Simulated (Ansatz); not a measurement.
# FGeH5Si: ladder of basis sets from a Python script

Program: Ansatz 0.2.0, driven from Python. The levels of theory stand in the script. These are calculated values, not measurements.

### 1 The system

Bond lengths: F1–Si2 1.630 Å, Si2–Ge3 2.289 Å, Si2–H4 1.458 Å, Si2–H5 1.474 Å, Ge3–H6 1.572 Å, Ge3–H7 1.598 Å, Ge3–H8 1.499 Å. Angles: F1–Si2–Ge3 107.7°, F1–Si2–H4 112.9°, F1–Si2–H5 110.9°, Ge3–Si2–H4 108.5°, Ge3–Si2–H5 110.2°, H4–Si2–H5 106.7°, Si2–Ge3–H6 109.6°, Si2–Ge3–H7 109.9°, Si2–Ge3–H8 111.7°, H6–Ge3–H7 107.0°, H6–Ge3–H8 110.0°, H7–Ge3–H8 108.5°.

No structure file is read: the coordinates are typed or built in the script.

### 2 The code

Contents of fgeh5si.py:

```python
# -*- coding: utf-8 -*-
import ansatz as az
from ase import Atoms


def main():
    atoms = Atoms(["F", "Si", "Ge", "H", "H", "H", "H", "H"], positions=[
        (-1.956, 1.0907, -0.3231),
        (-0.496, 0.602, -0.8598),
        (0.4843, -0.6225, 0.8073),
        (-0.5805, -0.2282, -2.0557),
        (0.3503, 1.7584, -1.206),
        (0.6873, 0.2818, 2.0774),
        (1.9339, -1.1094, 0.3427),
        (-0.3311, -1.83, 1.1615),
    ])
    mol = az.Crystal.molecule_from_ase(atoms)

    base = mol.calculation().functional("hf")

    energies = {}
    for basis in ["def2-SVP", "def2-SVPD", "def2-TZVP", "def2-TZVPP"]:
        rep = base.basis(gaussian=basis).run().report
        size = rep["n_frozen"] + rep["n_occupied"][0] + rep["n_virtual"][0]
        energies[basis] = (rep["reference_energy_ev"] / 27.211386246, rep["free_energy_ev"] / 27.211386246)
        print(f"{basis:14s} {size:4d} orbitals  reference {energies[basis][0]:14.6f} Ha  total {energies[basis][1]:14.6f} Ha")

    last = energies["def2-TZVPP"][1]
    for basis, (_, total) in energies.items():
        print(f"{basis:14s} lies {27.211386 * (total - last):9.4f} eV above def2-TZVPP")


if __name__ == "__main__":
    main()
```

### 3 The run

Command:

```
$ python fgeh5si.py
```

**Question.** How long does this script take on 1 thread of Arm Neoverse N1, shared host, and how much memory does it need?

About 13 s, with a peak of 0.41 GiB.
